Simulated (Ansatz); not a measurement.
# ClH5OSi2: the cost of one run

Program: Ansatz 0.2.0. Level of theory: RKS PBE-D4/def2-SVP. These are calculated values, not measurements.

**1. Starting point**

Bond lengths: Si1–Cl2 2.130 Å, Si1–O3 1.680 Å, O3–H4 1.010 Å, Si1–H5 1.459 Å, Si1–Si6 2.218 Å, Si6–H7 1.460 Å, Si6–H8 1.460 Å, Si6–H9 1.460 Å. Angles: Cl2–Si1–O3 109.4°, Cl2–Si1–H5 109.5°, Cl2–Si1–Si6 109.5°, O3–Si1–H5 109.5°, O3–Si1–Si6 109.5°, H5–Si1–Si6 109.5°, Si1–O3–H4 109.5°, Si1–Si6–H7 109.5°, Si1–Si6–H8 109.5°, Si1–Si6–H9 109.5°, H7–Si6–H8 109.4°, H7–Si6–H9 109.4°, H8–Si6–H9 109.4°.

Structure file:

```xyz
9

Si    0.0000    0.0000    0.0000
Cl    0.0000    0.0000    2.1300
O     1.5842    0.0000   -0.5594
H     1.9006   -0.9521   -0.6761
H    -0.6877    1.1914   -0.4862
Si   -1.0456   -1.8115   -0.7393
H    -1.7029   -2.4846    0.3772
H    -2.0454   -1.4265   -1.7311
H    -0.0777   -2.7173   -1.3511
```

**2. Relaxing the start**

The input, input.yaml:

```yaml
crystal:
  periodic: [false, false, false]
  atoms:
    - { symbol: Si, position_ang: [0.0, 0.0, 0.0] }
    - { symbol: Cl, position_ang: [0.0, 0.0, 2.13] }
    - { symbol: O, position_ang: [1.5842, 0.0, -0.5594] }
    - { symbol: H, position_ang: [1.9006, -0.9521, -0.6761] }
    - { symbol: H, position_ang: [-0.6877, 1.1914, -0.4862] }
    - { symbol: Si, position_ang: [-1.0456, -1.8115, -0.7393] }
    - { symbol: H, position_ang: [-1.7029, -2.4846, 0.3772] }
    - { symbol: H, position_ang: [-2.0454, -1.4265, -1.7311] }
    - { symbol: H, position_ang: [-0.0777, -2.7173, -1.3511] }
basis:
  gaussian: { orbitals: def2-SVP }
hamiltonian:
  xc: pbe
  dispersion: d4
relax:
  f_tol: 0.02
  max_steps: 40
output:
  orbitals: {}
```

Command:

```console
ansatz run input.yaml --threads 2 --pin off --max-ram 3072MiB --backend cpu --events-out ev --progress --plain --runs-dir out
```

Q: Estimate wall time and peak memory on 2 threads of Intel Xeon Platinum 8375C at 2.90GHz (Ice Lake), shared host.

About 23 s, with a peak of 0.15 GiB.
